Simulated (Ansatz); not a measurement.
# C2H2BF: ionisation energy by level of theory

An exercise on one series of results from a longer session: the logs are not shown, and one member is left open.

Method: unrestricted cation, the program's frozen cores in correlated methods; program: Ansatz 0.2.0, Gaussian basis.

Plan: UKS PBE-D4/def2-TZVPP; UKS r2SCAN-D4/def2-TZVPP; UKS PBE0-D4/def2-TZVPP; UKS B3LYP-D4/def2-TZVPP; UKS wB97X-V/def2-TZVPP; UKS wB97M-V/def2-TZVPP; UKS B2PLYP/def2-TZVPP; UHF-CCSD(T)/def2-TZVPP; UHF-MP2/def2-QZVPP; extrapolation to the limit; then −ε(HOMO) from the neutral's earlier runs with LDA (SPW92), PBE-D4, revPBE-D4, BLYP-D4, r2SCAN-D4, B97M-V, PBE0-D4, B3LYP-D4, r2SCANh-D4, r2SCAN0-D4, HSE06-D4, BHLYP-D4, CAM-B3LYP-D4, LC-ωPBE, ωB97X-V, ωB97M-V.

**The relaxed structure**

All runs share one geometry, relaxed beforehand with PBE0-D4 in a triple-zeta def2 set.

SMILES `FB1C=C1`, 6 atoms, charge 0, spin multiplicity 1.

Atoms are counted from 1 here; the program's logs count them from 0.

Bond lengths: F1–B2 1.317 Å, B2–C3 1.463 Å, B2–C4 1.463 Å, C3–C4 1.359 Å, C3–H5 1.082 Å, C4–H6 1.082 Å. Angles: F1–B2–C3 152.3°, F1–B2–C4 152.3°, C3–B2–C4 55.3°, B2–C3–C4 62.3°, B2–C3–H5 161.1°, C4–C3–H5 136.6°, B2–C4–C3 62.3°, B2–C4–H6 161.1°, C3–C4–H6 136.6°.

Geometry (Å):

```xyz
6
charge 0, multiplicity 1
F    -1.0878   -1.8694    0.4681
B    -0.4353   -0.7617    0.1845
C     0.7888    0.0350    0.0964
C    -0.3749    0.6226   -0.2856
H     1.8310    0.3208    0.1574
H    -0.6798    1.5886   -0.6670
```

The first run:

File in.yaml:

```yaml
crystal:
  periodic: [false, false, false]
  atoms:
    - {symbol: F, position_ang: [-1.087755, -1.869391, 0.468079]}
    - {symbol: B, position_ang: [-0.435286, -0.761650, 0.184532]}
    - {symbol: C, position_ang: [0.788832, 0.035004, 0.096445]}
    - {symbol: C, position_ang: [-0.374904, 0.622612, -0.285636]}
    - {symbol: H, position_ang: [1.831033, 0.320806, 0.157376]}
    - {symbol: H, position_ang: [-0.679819, 1.588619, -0.666996]}
basis:
  gaussian: {orbitals: def2-TZVPP}
total_charge: 1
magnetization: {spin_polarized: true, initial_magnetization: 1}
hamiltonian: {xc: pbe, dispersion: d4}
```

Started as:

```bash
ansatz run in.yaml --threads 2 --pin off --events-out ev --progress --plain --max-ram 4352MiB
```

Among the steps run: Cation, UKS PBE-D4/def2-TZVPP; Cation, UKS r2SCAN-D4/def2-TZVPP; Cation, UKS PBE0-D4/def2-TZVPP; Cation, UKS B3LYP-D4/def2-TZVPP; Cation, UKS wB97X-V/def2-TZVPP; Cation, UKS wB97M-V/def2-TZVPP; Cation, UKS B2PLYP (frozen core)/def2-TZVPP; Cation, UHF-CCSD(T)/def2-TZVPP; Cation, UHF-MP2/def2-QZVPP.

One of the session's tables, all rows but one given; the rest of the session is left out.

It belongs to the step «Ionisation energies side by side». Orbital estimates, from the neutral's runs:

```
  functional  −ε(HOMO) (eV)
 LDA (SPW92)           6.69
      PBE-D4           6.57
   revPBE-D4           6.52
     BLYP-D4           6.49
   r2SCAN-D4           6.83
      B97M-V              ?
     PBE0-D4           7.99
    B3LYP-D4           7.79
  r2SCANh-D4           7.36
  r2SCAN0-D4           8.16
    HSE06-D4           7.59
    BHLYP-D4           9.36
CAM-B3LYP-D4           9.43
     LC-ωPBE          10.76
     ωB97X-V          10.40
     ωB97M-V          10.27
```

Q: Estimate the row for B97M-V from the others.

The run gave: −ε(HOMO) (eV): 6.93. In the column «−ε(HOMO) (eV)» it lies between r2SCAN-D4 (6.83) and r2SCANh-D4 (7.36).
